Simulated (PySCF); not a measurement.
**[Be2Cl]+: a ladder of methods and rigid scans**

How much do the numbers for [Be2Cl]+ (singlet) hang on the method? All levels run at one geometry, the PBE0 minimum. Rigid scans about the minimum follow.

The runs use PySCF 2.14.0; several methods, basis Cl def2-TZVP, Be def2-TZVP, no relativity, density fitting.

## (1) Starting geometry

3 atoms, charge 1, spin multiplicity 1.

Bond lengths: Cl1–Be2 2.043 Å, Cl1–Be3 2.043 Å. Angles: Be2–Cl1–Be3 180.0°.

```xyz
3
charge 1 multiplicity 1
Cl    0.0000    0.0000    0.0000
Be    0.0000    0.0000    2.0434
Be    0.0000    0.0000   -2.0434
```

## (2) PBE0

The steps are one call of a driver around PySCF; scf.py gives each level's set-up. Each SCF starts from the density of the minimum. The driver also runs the species with one electron less or more at the same geometry (one less: multiplicity 2, one more: multiplicity 2); their logs are not shown.

scf.py

```python
from pyscf import gto, scf, dft
mol = gto.M(atom='''
Cl    -0.000000     0.000000     0.000000
Be    -0.000000    -0.000000     2.043406
Be     0.000000     0.000000    -2.043406''',
    basis={'Cl': 'def2-TZVP', 'Be': 'def2-TZVP'},
    charge=1, spin=0)
mf = dft.RKS(mol, xc='PBE0')
mf.grids.atom_grid = (99, 590)
aux = {'Cl': 'def2-universal-JKFIT', 'Be': 'def2-universal-JKFIT'}
mf = mf.density_fit(auxbasis=aux)
mf.kernel()
```

Standard output:

```text
init E= -489.122329397743
  HOMO = -0.403402085358525  LUMO = -0.342306529614266  gap/eV = 1.66249
cycle= 1 E= -489.122329397744  delta_E= -1.71e-12  |g|= 2.88e-06  |ddm|= 6.61e-06
  HOMO = -0.403401962219057  LUMO = -0.342306422543043  gap/eV = 1.66249
Extra cycle  E= -489.122329397743  delta_E= 1.02e-12  |g|= 3.02e-06  |ddm|= 4.92e-06
converged SCF energy = -489.122329397743
```

This level, with the species of one electron less or more, took 3.4 s on 4 threads, shared host.

| Item | Value |
| --- | --- |
| energy | -489.122329 Eh |
| one electron less (charge +2) | -488.651761 Eh (doublet, ⟨S²⟩ 0.75) |
| one electron more (charge +0) | -489.400077 Eh (doublet, ⟨S²⟩ 0.79) |
| Mulliken charge of Cl1 | +0.09 e |

## (3) HF

Edit scf.py of step 2 so:

```diff
@@ -8,2 +8 @@
-mf = dft.RKS(mol, xc='PBE0')
-mf.grids.atom_grid = (99, 590)
+mf = scf.RHF(mol)
```

Standard output, cut to the lines that bear on the results:

```text
[... the frontier levels of the middle cycles are left out ...]
init E= -488.397661972312
  HOMO = -0.418468479884471  LUMO = -0.260464193066365  gap/eV = 4.29952
cycle= 1 E= -488.408258469396  delta_E= -0.0106  |g|= 0.0307  |ddm|= 0.262
  HOMO = -0.425046512926741  LUMO = -0.265683724941319  gap/eV = 4.33648
cycle= 2 E= -488.408595507195  delta_E= -0.000337  |g|= 0.00701  |ddm|= 0.0443
  HOMO = -0.426334372665281  LUMO = -0.266165292600988  gap/eV = 4.35842
cycle= 3 E= -488.408643451109  delta_E= -4.79e-05  |g|= 0.0027  |ddm|= 0.0176
cycle= 4 E= -488.408652282694  delta_E= -8.83e-06  |g|= 0.00109  |ddm|= 0.00788
cycle= 5 E= -488.408653309127  delta_E= -1.03e-06  |g|= 0.000265  |ddm|= 0.00264
cycle= 6 E= -488.408653406645  delta_E= -9.75e-08  |g|= 5.77e-05  |ddm|= 0.00129
cycle= 7 E= -488.408653410886  delta_E= -4.24e-09  |g|= 1.16e-05  |ddm|= 0.000312
cycle= 8 E= -488.408653411019  delta_E= -1.33e-10  |g|= 9.98e-07  |ddm|= 4.55e-05
  HOMO = -0.426701189834805  LUMO = -0.265696360479705  gap/eV = 4.38116
Extra cycle  E= -488.40865341102  delta_E= -9.09e-13  |g|= 3.29e-07  |ddm|= 4.93e-06
converged SCF energy = -488.40865341102
```

This level, with the species of one electron less or more, took 0.6 s.

```
energy                        : -488.408653 Eh
one electron less (charge +2) : -487.992388 Eh (doublet, ⟨S²⟩ 0.77)
one electron more (charge +0) : -488.696293 Eh (doublet, ⟨S²⟩ 0.92)
Mulliken charge of Cl1        : -0.01 e
```

## (4) PBE

Edit scf.py of step 3 so:

```diff
@@ -8 +8,2 @@
-mf = scf.RHF(mol)
+mf = dft.RKS(mol, xc='PBE')
+mf.grids.atom_grid = (99, 590)
```

Standard output, cut to the lines that bear on the results:

```text
[... the frontier levels of the middle cycles are left out ...]
init E= -489.088059513681
  HOMO = -0.38854041106087  LUMO = -0.361546154330885  gap/eV = 0.73455
cycle= 1 E= -489.08941651811  delta_E= -0.00136  |g|= 0.024  |ddm|= 0.157
  HOMO = -0.386684555255435  LUMO = -0.358753104364453  gap/eV = 0.76005
cycle= 2 E= -489.08913207412  delta_E= 0.000284  |g|= 0.0413  |ddm|= 0.0782
  HOMO = -0.386539866570651  LUMO = -0.35893483211332  gap/eV = 0.75117
cycle= 3 E= -489.089635204996  delta_E= -0.000503  |g|= 0.00183  |ddm|= 0.0413
cycle= 4 E= -489.089636909832  delta_E= -1.7e-06  |g|= 0.000528  |ddm|= 0.0048
cycle= 5 E= -489.089636707017  delta_E= 2.03e-07  |g|= 0.000652  |ddm|= 0.00146
cycle= 6 E= -489.089637007127  delta_E= -3e-07  |g|= 7.48e-05  |ddm|= 0.00133
cycle= 7 E= -489.089637011065  delta_E= -3.94e-09  |g|= 2.12e-06  |ddm|= 0.000137
cycle= 8 E= -489.089637011067  delta_E= -1.36e-12  |g|= 3.06e-07  |ddm|= 3.92e-06
  HOMO = -0.386747521323979  LUMO = -0.359224294067552  gap/eV = 0.74895
Extra cycle  E= -489.089637011065  delta_E= 1.82e-12  |g|= 3.99e-07  |ddm|= 7.1e-07
converged SCF energy = -489.089637011065
```

This level, with the species of one electron less or more, took 8.9 s.

| Quantity | Value |
| --- | --- |
| energy | -489.089637 Eh |
| one electron less (charge +2) | -488.610896 Eh (doublet, ⟨S²⟩ 0.75) |
| one electron more (charge +0) | -489.358038 Eh (doublet, ⟨S²⟩ 0.77) |
| Mulliken charge of Cl1 | +0.14 e |

## (5) CCSD(T)

Edit scf.py of step 4 so:

```diff
@@ -8,2 +8 @@
-mf = dft.RKS(mol, xc='PBE')
-mf.grids.atom_grid = (99, 590)
+mf = scf.RHF(mol)
@@ -12,0 +12,3 @@
+from pyscf import cc
+mycc = cc.CCSD(mf, frozen=5).run()
+mycc.ccsd_t()
```

The SCF cycles repeat those of step 3.

Standard output:

```text
CCSD nocc = 7, nmo = 70
Init t2, MP2 energy = -488.751698133107  E_corr(MP2) -0.343044722087425
RCCSD converged
E(RCCSD) = -488.7876458353547  E_corr = -0.3789924243349969
RCCSD(T) correction = -0.0249838545188779
```

This level, with the species of one electron less or more, took 76 s.

* energy: -488.812630 Eh
* one electron less (charge +2): -488.300975 Eh (doublet, ⟨S²⟩ 0.77)
* one electron more (charge +0): -489.055759 Eh (doublet, ⟨S²⟩ 0.92)
* MP2 correlation in its own fitting basis (same spin, opposite spin): -0.34637 Eh (-0.06817, -0.27821)
* CCSD, (T): -0.37899, -0.02498 Eh; T1 0.039, D1 0.130

## (6) r2SCAN

Edit scf.py of step 5 so:

```diff
@@ -8 +8,2 @@
-mf = scf.RHF(mol)
+mf = dft.RKS(mol, xc='R2SCAN')
+mf.grids.atom_grid = (99, 590)
@@ -12,3 +12,0 @@
-from pyscf import cc
-mycc = cc.CCSD(mf, frozen=5).run()
-mycc.ccsd_t()
```

Standard output, cut to the lines that bear on the results:

```text
[... the frontier levels of the middle cycles are left out ...]
init E= -489.280515916026
  HOMO = -0.385982205266291  LUMO = -0.356560286663651  gap/eV = 0.80061
cycle= 1 E= -489.281207626695  delta_E= -0.000692  |g|= 0.0138  |ddm|= 0.129
  HOMO = -0.386750050313406  LUMO = -0.357012430746988  gap/eV = 0.80920
cycle= 2 E= -489.28116242744  delta_E= 4.52e-05  |g|= 0.0186  |ddm|= 0.0377
  HOMO = -0.38650857091336  LUMO = -0.356919412918604  gap/eV = 0.80516
cycle= 3 E= -489.281272691613  delta_E= -0.00011  |g|= 0.00176  |ddm|= 0.0203
cycle= 4 E= -489.281272887477  delta_E= -1.96e-07  |g|= 0.000205  |ddm|= 0.00151
cycle= 5 E= -489.281272744565  delta_E= 1.43e-07  |g|= 0.000462  |ddm|= 0.00102
cycle= 6 E= -489.281272899152  delta_E= -1.55e-07  |g|= 7.43e-05  |ddm|= 0.00105
cycle= 7 E= -489.28127290322  delta_E= -4.07e-09  |g|= 9.31e-07  |ddm|= 0.000148
cycle= 8 E= -489.281272903219  delta_E= 3.41e-13  |g|= 2.47e-07  |ddm|= 4.46e-06
  HOMO = -0.386478619941755  LUMO = -0.356920726925917  gap/eV = 0.80431
Extra cycle  E= -489.28127290322  delta_E= -4.55e-13  |g|= 3.69e-07  |ddm|= 8.39e-07
converged SCF energy = -489.28127290322
```

This level, with the species of one electron less or more, took 20 s on 4 threads, shared host.

- energy: -489.281273 Eh
- one electron less (charge +2): -488.815831 Eh (doublet, ⟨S²⟩ 0.76)
- one electron more (charge +0): -489.555296 Eh (doublet, ⟨S²⟩ 0.81)
- Mulliken charge of Cl1: +0.06 e

## (7) B3LYP

Edit scf.py of step 6 so:

```diff
@@ -8 +8 @@
-mf = dft.RKS(mol, xc='R2SCAN')
+mf = dft.RKS(mol, xc='B3LYP')
```

Standard output, cut to the lines that bear on the results:

```text
[... the frontier levels of the middle cycles are left out ...]
init E= -489.359978819687
  HOMO = -0.400972519450274  LUMO = -0.348163206484028  gap/eV = 1.43701
cycle= 1 E= -489.3606838132  delta_E= -0.000705  |g|= 0.011  |ddm|= 0.129
  HOMO = -0.400611011412369  LUMO = -0.347630813766035  gap/eV = 1.44166
cycle= 2 E= -489.360692721191  delta_E= -8.91e-06  |g|= 0.0064  |ddm|= 0.0131
  HOMO = -0.400722951869945  LUMO = -0.347767453474113  gap/eV = 1.44099
cycle= 3 E= -489.360696720329  delta_E= -4e-06  |g|= 0.00169  |ddm|= 0.00549
cycle= 4 E= -489.360697580665  delta_E= -8.6e-07  |g|= 0.000283  |ddm|= 0.00217
cycle= 5 E= -489.360697604501  delta_E= -2.38e-08  |g|= 2.34e-05  |ddm|= 0.000282
cycle= 6 E= -489.360697595993  delta_E= 8.51e-09  |g|= 0.000113  |ddm|= 0.000238
cycle= 7 E= -489.360697604828  delta_E= -8.84e-09  |g|= 1.97e-06  |ddm|= 0.000207
cycle= 8 E= -489.360697604831  delta_E= -2.27e-12  |g|= 1.03e-07  |ddm|= 3.44e-06
  HOMO = -0.400728561072295  LUMO = -0.347805335659388  gap/eV = 1.44011
Extra cycle  E= -489.360697604831  delta_E=    0  |g|= 1.22e-07  |ddm|= 2.32e-07
converged SCF energy = -489.360697604831
```

This level, with the species of one electron less or more, took 14 s.

- energy: -489.360698 Eh
- one electron less (charge +2): -488.884184 Eh (doublet, ⟨S²⟩ 0.75)
- one electron more (charge +0): -489.636456 Eh (doublet, ⟨S²⟩ 0.78)
- Mulliken charge of Cl1: +0.11 e

## (8) TPSSh

Edit scf.py of step 7 so:

```diff
@@ -8 +8 @@
-mf = dft.RKS(mol, xc='B3LYP')
+mf = dft.RKS(mol, xc='TPSSH')
```

Standard output, cut to the lines that bear on the results:

```text
[... the frontier levels of the middle cycles are left out ...]
init E= -489.358808362092
  HOMO = -0.394599219709175  LUMO = -0.353351277864146  gap/eV = 1.12241
cycle= 1 E= -489.359258351822  delta_E= -0.00045  |g|= 0.00798  |ddm|= 0.0736
  HOMO = -0.394027036359162  LUMO = -0.352591808983927  gap/eV = 1.12751
cycle= 2 E= -489.359261954928  delta_E= -3.6e-06  |g|= 0.00557  |ddm|= 0.0148
  HOMO = -0.393972211823034  LUMO = -0.352623772491835  gap/eV = 1.12515
cycle= 3 E= -489.359270135512  delta_E= -8.18e-06  |g|= 0.00282  |ddm|= 0.00876
cycle= 4 E= -489.359271956459  delta_E= -1.82e-06  |g|= 0.000236  |ddm|= 0.00218
cycle= 5 E= -489.359271973917  delta_E= -1.75e-08  |g|= 6.42e-05  |ddm|= 0.000303
cycle= 6 E= -489.359271912944  delta_E= 6.1e-08  |g|= 0.000299  |ddm|= 0.000688
cycle= 7 E= -489.359271976764  delta_E= -6.38e-08  |g|= 9.01e-07  |ddm|= 0.00057
cycle= 8 E= -489.359271976767  delta_E= -2.16e-12  |g|= 7e-08  |ddm|= 1.85e-06
  HOMO = -0.394018465114495  LUMO = -0.352675008831124  gap/eV = 1.12501
Extra cycle  E= -489.359271976765  delta_E= 1.48e-12  |g|= 2.06e-08  |ddm|= 2.44e-07
converged SCF energy = -489.359271976765
```

This level, with the species of one electron less or more, took 21 s.

```
energy                        : -489.359272 Eh
one electron less (charge +2) : -488.885826 Eh (doublet, ⟨S²⟩ 0.75)
one electron more (charge +0) : -489.635774 Eh (doublet, ⟨S²⟩ 0.79)
Mulliken charge of Cl1        : +0.06 e
```

## (9) BHandHLYP

Edit scf.py of step 8 so:

```diff
@@ -8 +8 @@
-mf = dft.RKS(mol, xc='TPSSH')
+mf = dft.RKS(mol, xc='BHANDHLYP')
```

Standard output, cut to the lines that bear on the results:

```text
[... the frontier levels of the middle cycles are left out ...]
init E= -489.312313797926
  HOMO = -0.413501190441146  LUMO = -0.320139384957784  gap/eV = 2.54050
cycle= 1 E= -489.31316743224  delta_E= -0.000854  |g|= 0.0156  |ddm|= 0.088
  HOMO = -0.415412359247451  LUMO = -0.321910785747512  gap/eV = 2.54431
cycle= 2 E= -489.31318905433  delta_E= -2.16e-05  |g|= 0.0108  |ddm|= 0.0243
  HOMO = -0.415661253660197  LUMO = -0.322039076177777  gap/eV = 2.54759
cycle= 3 E= -489.313211549123  delta_E= -2.25e-05  |g|= 0.00113  |ddm|= 0.00998
cycle= 4 E= -489.313212114805  delta_E= -5.66e-07  |g|= 0.000237  |ddm|= 0.00189
cycle= 5 E= -489.313212153455  delta_E= -3.87e-08  |g|= 3.85e-05  |ddm|= 0.000547
cycle= 6 E= -489.313212154796  delta_E= -1.34e-09  |g|= 4.86e-06  |ddm|= 0.000118
cycle= 7 E= -489.313212154777  delta_E= 1.92e-11  |g|= 8.05e-06  |ddm|= 2.62e-05
  HOMO = -0.415697673490119  LUMO = -0.321988724434075  gap/eV = 2.54995
Extra cycle  E= -489.313212154428  delta_E= 3.49e-10  |g|= 2.48e-05  |ddm|= 5.86e-05
converged SCF energy = -489.313212154428
```

This level, with the species of one electron less or more, took 14 s.

```
energy                        : -489.313212 Eh
one electron less (charge +2) : -488.850216 Eh (doublet, ⟨S²⟩ 0.76)
one electron more (charge +0) : -489.595026 Eh (doublet, ⟨S²⟩ 0.80)
Mulliken charge of Cl1        : +0.06 e
```

## (10) wB97X

Edit scf.py of step 9 so:

```diff
@@ -8 +8 @@
-mf = dft.RKS(mol, xc='BHANDHLYP')
+mf = dft.RKS(mol, xc='WB97X')
```

Standard output, cut to the lines that bear on the results:

```text
[... the frontier levels of the middle cycles are left out ...]
init E= -489.290220586018
  HOMO = -0.442407333419357  LUMO = -0.288370576765772  gap/eV = 4.19155
cycle= 1 E= -489.292660518037  delta_E= -0.00244  |g|= 0.0202  |ddm|= 0.185
  HOMO = -0.445021475996104  LUMO = -0.289082586471519  gap/eV = 4.24331
cycle= 2 E= -489.292936883802  delta_E= -0.000276  |g|= 0.012  |ddm|= 0.054
  HOMO = -0.445983008644788  LUMO = -0.289261588116069  gap/eV = 4.26461
cycle= 3 E= -489.292993602204  delta_E= -5.67e-05  |g|= 0.00457  |ddm|= 0.0174
cycle= 4 E= -489.293020675065  delta_E= -2.71e-05  |g|= 0.00107  |ddm|= 0.019
cycle= 5 E= -489.293022352428  delta_E= -1.68e-06  |g|= 0.000254  |ddm|= 0.00515
cycle= 6 E= -489.293022416198  delta_E= -6.38e-08  |g|= 4.13e-05  |ddm|= 0.00103
cycle= 7 E= -489.293022418467  delta_E= -2.27e-09  |g|= 8.86e-06  |ddm|= 0.000207
cycle= 8 E= -489.293022418579  delta_E= -1.12e-10  |g|= 1.26e-06  |ddm|= 5.13e-05
  HOMO = -0.446559443842961  LUMO = -0.288478805578869  gap/eV = 4.30159
Extra cycle  E= -489.293022418582  delta_E= -3.3e-12  |g|= 5.02e-07  |ddm|= 4.82e-06
converged SCF energy = -489.293022418582
```

This level, with the species of one electron less or more, took 15 s on 4 threads, shared host.

```
energy                        : -489.293022 Eh
one electron less (charge +2) : -488.839693 Eh (doublet, ⟨S²⟩ 0.76)
one electron more (charge +0) : -489.585371 Eh (doublet, ⟨S²⟩ 0.83)
Mulliken charge of Cl1        : +0.09 e
```

## (11) All levels side by side

| level | vertical ionisation energy (eV) | vertical electron affinity (eV) | −ε(HOMO) (eV) | gap (eV) | wall time |
| --- | --- | --- | --- | --- | --- |
| PBE0 | 12.80 | 7.56 | 10.98 | 1.66 | 3.4 s |
| HF | 11.33 | 7.83 | 11.61 | 4.38 | 0.6 s |
| PBE | 13.03 | 7.30 | 10.52 | 0.75 | 8.9 s |
| CCSD(T) | 13.92 | 6.62 | – | – | 76 s |
| r2SCAN | 12.67 | 7.46 | 10.52 | 0.80 | 20 s |
| B3LYP | 12.97 | 7.50 | 10.90 | 1.44 | 14 s |
| TPSSh | 12.88 | 7.52 | 10.72 | 1.13 | 21 s |
| BHandHLYP | 12.60 | 7.67 | 11.31 | 2.55 | 14 s |
| wB97X | 12.34 | 7.96 | 12.15 | 4.30 | 15 s |

Times are for 4 threads, shared host; PBE0 starts from its own converged density, so its time is not comparable. A dash stands where a species or a free atom was not run at that level, or the quantity is not defined.

## (12) Breathing scan

A rigid scan with PBE0: all bonds to the central atom are scaled together. Each point starts from its neighbour's orbitals, and energies count from the minimum. Dipoles of the ion refer to the centre of mass.

```tsv
scale of all bonds to the centre	energy (kJ/mol)
0.88	66.8
0.92	26.6
0.96	6.0
1.00	0.0
1.04	4.8
1.08	17.5
1.14	46.5
1.22	95.9
1.35	183.8
```

The scan took 12 s.

## (13) Stretching one bond

A rigid scan with PBE0: the bond from Cl to the last atom (Be) is scaled and the rest held.

```tsv
scale of one bond	energy (kJ/mol)	dipole size (D)
0.92	8.3	0.39
0.96	1.8	0.19
1.00	0.0	0.00
1.05	1.8	0.24
1.12	8.0	0.57
1.20	16.8	0.91
1.35	32.4	1.46
1.55	48.8	1.93
1.80	62.5	2.11
2.20	72.5	1.82
```

The scan took 12 s.

A restricted determinant lies too high at long bonds, where the pair should uncouple.

## (14) Bending curve

A rigid scan with PBE0: the Be–Cl–Be angle changes, with bonds held.

```tsv
bond angle (°)	energy (kJ/mol)	dipole size (D)
80	-50.1	2.71
90	-16.6	2.68
100	2.6	2.84
110	10.5	3.02
120	11.6	3.10
130	9.6	2.98
140	6.7	2.67
150	3.9	2.18
160	1.8	1.54
170	0.4	0.80
180	0.0	0.00
```

The scan took 14 s on 4 threads, shared host.

Part of the curve lies below the starting minimum, so a lower structure or state exists along it.

## (15) Outcome

| quantity | value |
| --- | --- |
| vertical ionisation energy, CCSD(T) | 13.92 eV |
| vertical electron affinity, CCSD(T) | 6.62 eV |
| orbital gap, range | 0.75 (PBE) to 4.38 (HF) eV |
| T1, D1 | 0.039, 0.130 |
| T1, D1 of the species with one electron less | 0.013, 0.035 |
| T1, D1 of the species with one electron more | 0.028, 0.111 |
| all bonds 4 % longer | 4.8 kJ/mol |
| one bond 20 % longer | 16.8 kJ/mol |

For the vertical ionisation energy, PBE comes nearest to CCSD(T) (-0.90 eV) and HF is farthest (-2.60 eV). PBE costs 8.9 s against 76 s for CCSD(T), a factor of about 9, and lands within 0.90 eV. For the vertical electron affinity, PBE comes nearest to CCSD(T) (+0.69 eV) and wB97X is farthest (+1.34 eV). The PBE orbital energy is a poor guide to ionisation (10.5 eV, 3.4 eV too small); the difference of PBE energies gives 13.0 eV. T1 is large, so single-reference CCSD(T) is itself in doubt here. Shortening all bonds by 4 % costs 6.0 kJ/mol and lengthening them 4.8: the wall is steeper on the short side. A stability analysis at the minimum finds the closed shell unstable towards spin polarisation: an open-shell solution lies lower, and these values are not those of the lowest state.
